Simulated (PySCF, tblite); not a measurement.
# C4H9BS2: geometry, infrared bands and NMR shifts

What infrared bands and NMR shifts should C4H9BS2 (`CC1(C)CSBS1`) show?

Programs: tblite 0.8.0 and PySCF 2.14.0, with density-fitted response routines of our own. Each step states its level of theory. These are calculated values for one molecule in the gas phase, unless marked as measured. Atoms are numbered from 0 throughout.

**1. Starting geometry**

16 atoms, charge 0, multiplicity 1; geometry from: force field or distance geometry start.

Bonds of the start (Å): C0–C1 1.53, C1–C2 1.50, C1–C3 1.51, C3–S4 1.82, S4–B5 1.89, B5–S6 1.89, S6–C1 1.81, C0–H7 1.12, C0–H8 1.10, C0–H9 1.11, C2–H10 1.11, C2–H11 1.12, C2–H12 1.12, C3–H13 1.09, C3–H14 1.12, B5–H15 1.20.

**2. Geometry optimisation with GFN2-xTB**

Job settings and geometry (Å):

```
{"job": {"kind": "relax", "xc": "GFN2-xTB", "basis": "xTB"}, "charge": 0, "multiplicity": 1}
C     -0.491900    -0.675600     1.186400
C     -0.176600     0.279500     0.032000
C     -1.212900     1.345300    -0.133100
C     -0.045700    -0.590600    -1.199000
S      1.494100    -1.550200    -1.006600
B      2.616400    -0.241600    -0.240300
S      1.405000     1.115300     0.281700
H     -1.465700    -1.144700     0.909200
H     -0.556800    -0.137800     2.146100
H      0.266400    -1.478200     1.243000
H     -2.210300     1.050500     0.250200
H     -1.290800     1.674000    -1.196100
H     -0.902200     2.252700     0.450700
H     -0.090500    -0.032800    -2.135000
H     -0.878800    -1.334300    -1.086400
H      3.532600    -0.522500     0.485900
```

Command:

```console
$ OMP_NUM_THREADS=1 python probes_run.py task.json out
```

One launch serves the whole session: the jobs run in the order shown.

**Question.** This job is followed by: GFN2-xTB harmonic vibrations, gas phase; GIAO PBE0/pcSseg-1 NMR shielding, non-relativistic, gas phase. Predict these results of the whole session: strongest single infrared mode (GFN2-xTB); zero-point energy (GFN2-xTB); 13C shifts against TMS (PBE0/pcSseg-1, means over atoms taken as alike); 1H shifts against TMS (PBE0/pcSseg-1, means over atoms taken as alike); 33S shifts against CS2 (PBE0/pcSseg-1); 11B shifts against BF3·OEt2 (PBE0/pcSseg-1).

The runs gave:

```
                                                               quantity                 value
                              strongest single infrared mode (GFN2-xTB)  980 cm⁻¹, 128 km/mol
                                           zero-point energy (GFN2-xTB)         78.8 kcal/mol
13C shifts against TMS (PBE0/pcSseg-1, means over atoms taken as alike)  67.8, 54.9, 30.8 ppm
 1H shifts against TMS (PBE0/pcSseg-1, means over atoms taken as alike)  6.54, 3.05, 1.59 ppm
                                 33S shifts against CS2 (PBE0/pcSseg-1)           200, 98 ppm
                            11B shifts against BF3·OEt2 (PBE0/pcSseg-1)              58.4 ppm
```

**Reading.** Relaxing lowered the energy by 1.003 eV in 81 steps; the close pair that moved most is B5–S6, from 1.892 to 1.769 Å. No mode is imaginary among the 42: a minimum at this level. GFN2-xTB is a fitted tight-binding method: band positions and strengths are rough. Its intensities can rank the bands wrongly. At PBE0/pcSseg-1: The largest span, 293 ppm, is at S4, where the paramagnetic term is -652 ppm.
